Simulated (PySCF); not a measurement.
# SiCNCl2F (SMILES N#C[Si](F)(Cl)Cl): HF/def2-SVP (density fitting with cc-pvdz-jkfit)

Aim: the vertical ionisation energy of SiCNCl2F at HF/def2-SVP (density fitting with cc-pvdz-jkfit), from 2 runs. The job is set up through a Python script.

The calculation is run with PySCF 2.14.0.

2 further runs of the same task are left out: 2 set aside as unsound or not needed.

## Step 1: The structure to begin with

The species is SiCNCl2F (6 atoms), meant as a singlet with charge 0. As SMILES, `N#C[Si](F)(Cl)Cl`. Geometry: relaxed at PBE0-D4/def2-TZVP.

Bond lengths: N1–C2 1.151 Å, C2–Si3 1.830 Å, Si3–F4 1.572 Å, Si3–Cl5 2.006 Å, Si3–Cl6 2.006 Å. Angles: N1–C2–Si3 179.1°, C2–Si3–F4 107.4°, C2–Si3–Cl5 109.0°, C2–Si3–Cl6 109.0°, F4–Si3–Cl5 109.6°, F4–Si3–Cl6 109.6°, Cl5–Si3–Cl6 112.0°.

## Step 2: A single-point energy at HF/def2-SVP (density fitting with cc-pvdz-jkfit)

Input file calc.py:

```python
from pyscf import gto, scf

system = gto.M(
    atom=[
    ('N', (1.752600, -1.361000, 1.114200)),
    ('C', (0.923100, -0.763300, 0.585900)),
    ('Si', (-0.381900, 0.210300, -0.249400)),
    ('F', (-1.471500, -0.801900, -0.758800)),
    ('Cl', (0.422900, 1.177100, -1.812500)),
    ('Cl', (-1.203100, 1.474700, 1.074300)),
],
    max_memory=1860,
    verbose=3,
    spin=0,
    charge=0,
    basis='def2-svp',
)

mf = scf.RHF(system)
mf = mf.density_fit(auxbasis='cc-pvdz-jkfit')
mf.conv_tol = 1e-10
mf.kernel()
if not mf.converged:
    mf = mf.newton().run(mf.mo_coeff, mf.mo_occ)

e_final = mf.e_tot
print('E = %.10f Eh' % e_final)
```

Run with:

```console
$ OMP_NUM_THREADS=1 python calc.py
```

Log:

```text
converged SCF energy = -1399.31760277976
E = -1399.3176027798 Eh
```

Wall time 1.9 s (1 thread of Arm Neoverse V1, shared host); peak memory 0.14 GiB.

## Step 3: The doublet cation at the same level

Input file calc.py:

```python
from pyscf import gto

mol = gto.M(
    atom=[
    ('N', (1.752600, -1.361000, 1.114200)),
    ('C', (0.923100, -0.763300, 0.585900)),
    ('Si', (-0.381900, 0.210300, -0.249400)),
    ('F', (-1.471500, -0.801900, -0.758800)),
    ('Cl', (0.422900, 1.177100, -1.812500)),
    ('Cl', (-1.203100, 1.474700, 1.074300)),
],
    max_memory=1860,
    charge=1,
    basis='def2-svp',
    spin=1,
    verbose=3,
)

hf = mol.UHF()
hf = hf.density_fit(auxbasis='cc-pvdz-jkfit')
hf.conv_tol = 1e-10
hf.kernel()
if not hf.converged:
    hf = hf.newton().run(hf.mo_coeff, hf.mo_occ)

e_tot = hf.e_tot
print('E = %.10f Eh' % e_tot)
```

Run with:

```console
$ OMP_NUM_THREADS=1 python calc.py
```

Log:

```text
converged SCF energy = -1398.85795988815  <S^2> = 0.87220154  2S+1 = 2.1186803
E = -1398.8579598881 Eh
```

Wall time 9 s (1 thread of Arm Neoverse V1, shared host); peak memory 0.17 GiB.

## Step 4: What came out

Level: HF/def2-SVP (density fitting with cc-pvdz-jkfit).

| quantity | value |
| --- | --- |
| singlet SiCNCl2F: total energy | -1399.31760 Eh |
| singlet SiCNCl2F: dipole moment | 2.14 D |
| singlet SiCNCl2F: HOMO energy | -13.47 eV |
| singlet SiCNCl2F: LUMO energy | 2.59 eV |
| singlet SiCNCl2F: HOMO–LUMO gap | 16.06 eV |
| doublet cation: total energy | -1398.85796 Eh |
| doublet cation: HOMO energy (highest over α and β) | -17.92 eV |
| doublet cation: LUMO energy (lowest over α and β) | -10.25 eV |
| doublet cation: ⟨S²⟩ | 0.872 |
| vertical ionisation energy (to the doublet cation) | 12.508 eV |

What this shows: The vertical ionisation energy comes to 12.51 eV (288 kcal/mol). The negative HOMO energy of the first species, 13.47 eV, lies 0.97 eV above that difference. ⟨S²⟩ (doublet cation) is 0.87 where a pure doublet has 0.75: the reference is spin-contaminated.
